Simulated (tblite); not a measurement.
# C5H8N2OS: the cost of one run

Computed with tblite 0.8.0 and PySCF 2.14.0; each step states its level. No surroundings beyond the atoms listed, unless a continuum is named. Atoms count from 0, parts from 1.

## 1. Starting point

17 atoms, charge 0, multiplicity 1; geometry: rigid parts in contact. Parts: 1 = atoms 0–4, `O=CS`, charge 0; 2 = atoms 5–10, `CC#N`, charge 0; 3 = atoms 11–16, `CC#N`, charge 0.

## 2. Search for minima with GFN2-xTB

What the job is given:

```
{"job": {"kind": "dock", "xc": "GFN2-xTB", "basis": "xTB"}, "charge": 0, "multiplicity": 1, "parts": [{"atoms": "0-4", "charge": 0, "multiplicity": 1}, {"atoms": "5-10", "charge": 0, "multiplicity": 1}, {"atoms": "11-16", "charge": 0, "multiplicity": 1}]}
O     -1.548811     0.880181     0.431557
C     -0.609305     0.296249     0.002785
S      1.012852     0.383068     0.720280
H     -0.615539    -0.368449    -0.870529
H      1.598831    -0.371453    -0.209999
C      1.310468    -3.369761     0.850656
C      0.773483    -2.947708    -0.407460
N      0.345189    -2.621089    -1.418815
H      1.921137    -2.579327     1.284237
H      0.496205    -3.605063     1.537075
H      1.923053    -4.257204     0.694986
C     -1.389138    -5.473169     0.047362
C     -1.768159    -5.140735     1.390635
N     -2.065223    -4.874798     2.462214
H     -0.808874    -6.395017     0.048128
H     -2.282817    -5.608142    -0.559845
H     -0.789336    -4.668340    -0.374545
```

With the program's defaults for keys left out, this is: GFN2-xTB search for minima from random contacts, gas phase.

On the command line:

```bash
> OMP_NUM_THREADS=1 python cluster_run.py task.json out
```

This one command runs all jobs of the session in turn.

Q: Estimate the wall time of this first job on 1 thread of Arm Neoverse V2, shared host.

About 5.6 s.
